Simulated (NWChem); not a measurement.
# MN12-SX/x2c-TZVPall (sfX2C) run of GaH2OF (SMILES [OH][GaH][F])

Aim: the vertical electron affinity of GaH2OF at MN12-SX/x2c-TZVPall (sfX2C), from 2 runs. 

The results are computed with NWChem 7.3.0.

**1. Starting point**

GaH2OF: 5 atoms, total charge 0, spin state singlet. SMILES: `[OH][GaH][F]`. The shape is that of a PBE0-D4/def2-TZVP optimisation. This is one conformer, not always the lowest.

Bond lengths: O1–Ga2 1.771 Å, Ga2–F3 1.746 Å, O1–H4 0.959 Å, Ga2–H5 1.545 Å. Angles: O1–Ga2–F3 111.1°, O1–Ga2–H5 128.8°, F3–Ga2–H5 120.0°, Ga2–O1–H4 114.5°.

**2. The energy at MN12-SX/x2c-TZVPall (sfX2C)**

run.py

```python
from ase import Atoms
from ase.calculators.nwchem import NWChem

molecule = Atoms(['O', 'Ga', 'F', 'H', 'H'], positions=[
    [-1.130400, -0.588700, -0.283800],
    [0.383700, 0.280500, 0.015600],
    [0.438300, 1.777800, -0.881200],
    [-1.210600, -1.420700, 0.187200],
    [1.569000, -0.122600, 0.920900],
])

calc = NWChem(
    label='test',
    theory='dft',
    memory='2200 mb',
    basis='x2c-TZVPall',
    basispar='spherical',
    relativistic={'x2c': 'on'},
    dft={'xc': 'mn12-sx', 'mult': '1', 'grid': 'fine', 'convergence': 'energy 1e-08', 'direct': None, 'iterations': '150', 'print': 'low'},
    task='energy',
)
molecule.calc = calc

print(f"energy = {molecule.get_potential_energy():.6f} eV")
```

Run with:

```sh
$ export ASE_NWCHEM_COMMAND="nwchem PREFIX.nwi > PREFIX.nwo"
$ python run.py
```

The program printed:

```text
energy = -57698.254490 eV
```

The calculator wrote test.nwi:

```
title "test"

permanent_dir test

scratch_dir test

start test

geometry units angstrom nocenter noautosym noautoz
  O  -1.1304000000000001e+00 -5.8870000000000000e-01 -2.8380000000000000e-01
  Ga 3.8369999999999999e-01 2.8050000000000003e-01 1.5599999999999999e-02
  F  4.3830000000000002e-01 1.7778000000000000e+00 -8.8119999999999998e-01
  H  -1.2105999999999999e+00 -1.4207000000000001e+00 1.8720000000000001e-01
  H  1.5690000000000000e+00 -1.2260000000000000e-01 9.2090000000000005e-01
end

memory 2200 mb

basis spherical noprint
   * library x2c-TZVPall
end

relativistic
  x2c on
end
dft
  xc mn12-sx
  mult 1
  grid fine
  convergence energy 1e-08
  direct
  iterations 150
  print low
end

task dft energy
```

test.nwo:

```text
Northwest Computational Chemistry Package (NWChem) 7.3.0
             --------------------------------------------------------

           Job information
           ---------------

    nwchem branch   = 7.3.0
    use scalapack   = T
    input           = test.nwi
    prefix          = test.
    data base       = test/test.db
    status          = startup
    nproc           =        1

           Memory information
           ------------------

    heap     =     72089600 doubles =      550.0 Mbytes
    stack    =     72089597 doubles =      550.0 Mbytes
    global   =    144179200 doubles =     1100.0 Mbytes (distinct from heap & stack)
    total    =    288358397 doubles =     2200.0 Mbytes
    verify   = yes
    hardfail = no

           Directory information
           ---------------------

  0 permanent = test
  0 scratch   = test

[... 32 lines left out ...]
            Nuclear Dipole moment (a.u.)
[... 68 lines left out ...]
 x2c_1e_scalar: 1e energy :   -0.3317514E+04
[... 15 lines left out ...]
   convergence    iter        energy       DeltaE   RMS-Dens  Diis-err    time
[... 14 lines left out ...]
         Total DFT energy =    -2120.371760483498
      One electron energy =    -3345.496227785286
           Coulomb energy =     1122.594920110631
    Exchange-Corr. energy =      -95.809571423614
 Nuclear repulsion energy =      198.339118614771

 Numeric. integr. density =       49.999999680096

     Total iterative time =     82.5s

 Task  times  cpu:       84.0s     wall:       84.0s
 Total times  cpu:       84.0s     wall:       84.0s
```

It took 85 s on 1 thread of Intel Xeon 6975P-C (Granite Rapids), shared host; peak memory 0.13 GiB.

**3. The doublet anion, same level**

fgah2o.xyz

```xyz
5

O     -1.130400    -0.588700    -0.283800
Ga     0.383700     0.280500     0.015600
F      0.438300     1.777800    -0.881200
H     -1.210600    -1.420700     0.187200
H      1.569000    -0.122600     0.920900
```

fgah2o.nw

```
start fgah2o
memory total 2200 mb
charge -1

geometry noautosym nocenter noautoz
  load format xyz fgah2o.xyz
end

basis "ao basis" spherical
  * library x2c-TZVPall
end

relativistic
  x2c on
end

dft
  xc mn12-sx
  mult 2
  grid fine
  convergence energy 1e-08
  direct
  iterations 150
  print medium
end

task dft energy
```

Run with:

```sh
$ nwchem fgah2o.nw > fgah2o.out
```

The program printed:

```text
[...]
          Wavefunction type:  spin polarized.
          No. of atoms     :     5
          No. of electrons :    51
[...]
          Charge           :    -1
          Spin multiplicity:     2
[...]
          AO basis - number of functions:   122
[...]
              XC Information
              --------------
                      MN12-SX Method XC Functional
                     Hartree-Fock (Exact) Exchange  0.250
                       MN12-SX Exchange Functional  1.000
                     MN12-SX Correlation Potential  1.000
[...]
 d= 0,ls=0.0,diis     1  -2119.6413741585 -2.32D+03  3.65D-02  2.52D+01     9.1
[...]
 d= 0,ls=0.5,diis    21  -2120.3341572124 -4.90D-09  3.49D-07  6.75D-10   179.3
[...]
         Total DFT energy =    -2120.334157214597
      One electron energy =    -3357.307172029901
           Coulomb energy =     1134.643303137268
    Exchange-Corr. energy =      -96.009406936735
 Nuclear repulsion energy =      198.339118614771
[...]
      <S2> =      0.7551 (Exact =     0.7500)
[...]
```

It took 3.1 min on 1 thread of Intel Xeon 6975P-C (Granite Rapids), shared host; peak memory 0.13 GiB.

**4. Summary of results**

Level: MN12-SX/x2c-TZVPall (sfX2C).

```
                                         quantity           value
                     singlet GaH2OF: total energy  -2120.37176 Eh
                      doublet anion: total energy  -2120.33416 Eh
doublet anion: HOMO energy (highest over α and β)         3.41 eV
 doublet anion: LUMO energy (lowest over α and β)         3.73 eV
                              doublet anion: ⟨S²⟩           0.755
vertical electron affinity (to the doublet anion)       -1.023 eV
```

What this shows: The anion lies 1.02 eV (24 kcal/mol) above the neutral: the electron isn't bound at this level, and such a value depends on the basis. Without diffuse functions anions come out too high. The HOMO (doublet anion) lies at positive energy, 3.41 eV; only total energies tell whether the electron is bound.
